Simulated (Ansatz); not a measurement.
# TaNH+ (quintet): from Hartree-Fock to the top rungs, def2-QZVPP

An exercise on one series of results from a longer session: the logs are not shown, and one member is left open.

The runs use Ansatz 0.2.0, Gaussian basis; def2-QZVPP, core rule «outside noble gas», up to 5 orbitals frozen.

The runs, in order: UHF; ROHF; CCSD(T) on UHF.

2 further runs of the same task are left out: 2 set aside as unsound or not needed. Runs told in other sessions of the task aren't counted.

## What is computed

The geometry is a PBE0/def2-TZVP stationary point (not a proven minimum) of the parent state, kept for this charge and spin. No spin-orbit coupling is included. Elements past krypton take def2 core potentials.

3 atoms, charge 1, spin multiplicity 5.

Atoms are counted from 1 here; the program's logs count them from 0.

Bond lengths: Ta1–N2 1.709 Å, N2–H3 1.016 Å. Angles: Ta1–N2–H3 180.0°.

Geometry (Å):

```xyz
3
HNTa
Ta    0.0000    0.0000    1.4777
N     0.0000    0.0000   -0.2309
H     0.0000    0.0000   -1.2469
```

The first run:

in.yaml

```yaml
crystal:
  periodic: [false, false, false]
  atoms:
    - {symbol: Ta, position_ang: [0.000000, 0.000000, 1.477728]}
    - {symbol: N, position_ang: [0.000000, 0.000000, -0.230873]}
    - {symbol: H, position_ang: [0.000000, 0.000000, -1.246855]}
basis:
  gaussian: {orbitals: "def2-QZVPP.json"}
total_charge: 1
magnetization: {spin_polarized: true, initial_magnetization: 4}
hamiltonian: {xc: hf}
output: {orbitals: {seedname: orbitals}}
```

Launch:

```
ansatz run in.yaml --threads 1 --pin off --events-out ev --progress --plain --max-ram 4096MiB --backend cpu
```

Among the steps run: UHF; ROHF; CCSD(T) on UHF.

One table of the session follows, with a row left open; its other results are not shown here.

```
  method  from UCCSD(T) (meV)
    ROHF              +7796.2
     UHF                    ?
    UMP2               +714.1
   UCCSD               +330.6
UCCSD(T)                    0
```

Q: Estimate the row for UHF from the others.

**Answer.** from UCCSD(T) (meV): +7578.1. In the column «from UCCSD(T) (meV)» it lies between UMP2 (+714.1) and ROHF (+7796.2).
